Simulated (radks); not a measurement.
**Taking charge from the 4s level of Tc in fractions**

An exercise on one series of results from a longer session: the logs are not shown, and one member is left open.

Program: radks (a radial shooting solver on a logarithmic mesh, Libxc functionals) version 1. Level of theory: scalar-relativistic Kohn-Sham, BLYP, spin-unpolarised, spherical densities, point nucleus. These are calculated values, not measurements, unless marked.

## The atom as given

```
element       : technetium (Z = 43)
charge        : 0
electrons     : 43
configuration : [Kr] 4d5 5s2
```

Outer shells as boxes (Hund's rule):

Tc
```
[Kr] core
4d [↑ ][↑ ][↑ ][↑ ][↑ ]
5s [↑↓]
```

Set-up of the first run:

The run's settings:

```text
Z 43
configuration [Kr] 4d5 5s2
relativity scalar-relativistic
functional b88,lyp
spin unpolarised
nucleus point
c 137.035999084
```

Among the steps run: Start: [Kr] 4d5 5s2.

One table of the session follows, with a row left open; its other results are not shown here.

It belongs to the step «Start: [Kr] 4d5 5s2». Sizes of the orbitals, from the radial functions (bohr):

```
level     <r>  outermost maximum (interpolated)  90 % within  nodes
   2p  0.1304                             0.101        0.212      0
   3s  0.4155                             0.372        0.614      2
   3p  0.4165                             0.366        0.629      1
   3d  0.3991                             0.311        0.637      0
   4s       ?                                 ?            ?      ?
   4p   1.172                              1.02         1.74      2
   4d   1.728                              1.27         2.81      1
   5s   3.307                              2.73         4.98      4
```

Q: Estimate the row for 4s from the others.

**Answer.** <r>: 1.057; outermost maximum (interpolated): 0.948; 90 % within: 1.54; nodes: 3. In the column «<r>» it lies between 3p (0.4165) and 4p (1.172).
